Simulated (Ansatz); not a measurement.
# W: response to strain

W is deformed so: equal xx and yy strain of +1 %. What stress and forces result, by LAPW, PAW and all-electron datasets made for the crystal?

Computed with Ansatz 0.2.0 (DFT PBEsol, scalar-relativistic, unless a step's input says otherwise).

### Step 1. The structure to begin with

It takes space group Fm-3m (No. 225, cubic). Conventional cell: a = 4.060 Å, b = 4.060 Å, c = 4.060 Å, α = 90.00°, β = 90.00°, γ = 90.00°. W (site symmetry m-3m) is surrounded by 12 W at 2.87 Å.

Structure file:

```
CELL_PARAMETERS angstrom
0.00000 2.03000 2.03000
2.03000 0.00000 2.03000
2.03000 2.03000 0.00000
ATOMIC_POSITIONS crystal
W 0.00000 0.00000 0.00000
```

### Step 2. After the deformation

Space group Fm-3m before, I4/mmm after.

### Step 3. Full-potential LAPW

input.yaml

```yaml
crystal:
  lattice:
    - [0.0, 2.0503, 2.03]
    - [2.0503, 0.0, 2.03]
    - [2.0503, 2.0503, 0.0]
  atoms:
    - { symbol: W, position: [0.0, 0.0, 0.0] }
kpoints:
  mp_grid: { grid: [14, 14, 14] }
  band_path:
    path:
      - [0.0, 0.0, 0.0]
      - [0.0, 0.5, 0.5]
      - [0.25, 0.75, 0.5]
      - [0.0, 0.5, 0.0]
      - [0.0, 0.0, 0.0]
      - [0.5, 0.5, 0.0]
      - [0.3775125, 0.6224875, 0.0]
      - [-0.3775125, 0.3775125, 0.0]
      - [0.0, 0.0, 0.0]
    npoints: 5
scf:
  occupations: { method: fermi_dirac, width: 0.05 }
hamiltonian:
  xc: pbesol
  pseudopotentials: { kind: all_electron, lapw: { basis_error: 0.001 } }
output:
  forces: true
  stress: true
  eigenvalues: true
```

Launch:

```console
> ansatz run input.yaml --threads 1 --pin off --max-ram 3072MiB --backend cpu --events-out ev --progress --plain --runs-dir out
```

### Step 4. PAW on the default files

input.yaml

```yaml
crystal:
  lattice:
    - [0.0, 2.0503, 2.03]
    - [2.0503, 0.0, 2.03]
    - [2.0503, 2.0503, 0.0]
  atoms:
    - { symbol: W, position: [0.0, 0.0, 0.0] }
kpoints:
  mp_grid: { grid: [14, 14, 14] }
scf:
  occupations: { method: fermi_dirac, width: 0.05 }
hamiltonian:
  xc: pbesol
  pseudopotentials: { kind: paw }
output:
  forces: true
  stress: true
  eigenvalues: true
  efg: { contact_densities: true }
  write_density: true
  write_potential: true
  elf: true
  volumetric_format: npy
```

### Step 5. Datasets made for this crystal

input.yaml, as its differences from that of step 4:

```diff
@@ -13,3 +13,3 @@
   xc: pbesol
-  pseudopotentials: { kind: paw }
+  pseudopotentials: { kind: all_electron, datasets: crystal }
 output:
@@ -19,5 +19 @@
   efg: { contact_densities: true }
-  write_density: true
-  write_potential: true
-  elf: true
-  volumetric_format: npy
```

(Steps that only read results are left out.)

What does the calculation give? Wanted: pressure; largest shear or deviatoric stress.

The runs gave:

| quantity | value |
| --- | --- |
| pressure | LAPW -17.27, PAW -17.39, crystal datasets -17.27 GPa |
| largest shear or deviatoric stress (LAPW) | 2.05 GPa |

What this shows: The largest part of the stress beyond the pressure is 2.05 GPa in size, in the zz component. No run of the undeformed cell stands beside it, so the pressure holds what the given cell had before the change. PAW: stress within 0.12 GPa of LAPW. Crystal datasets: stress within 0.01 GPa of LAPW. Spin-orbit coupling is left out, though the cell holds W; in elements this heavy it can shift bands and gaps by tenths of an eV.
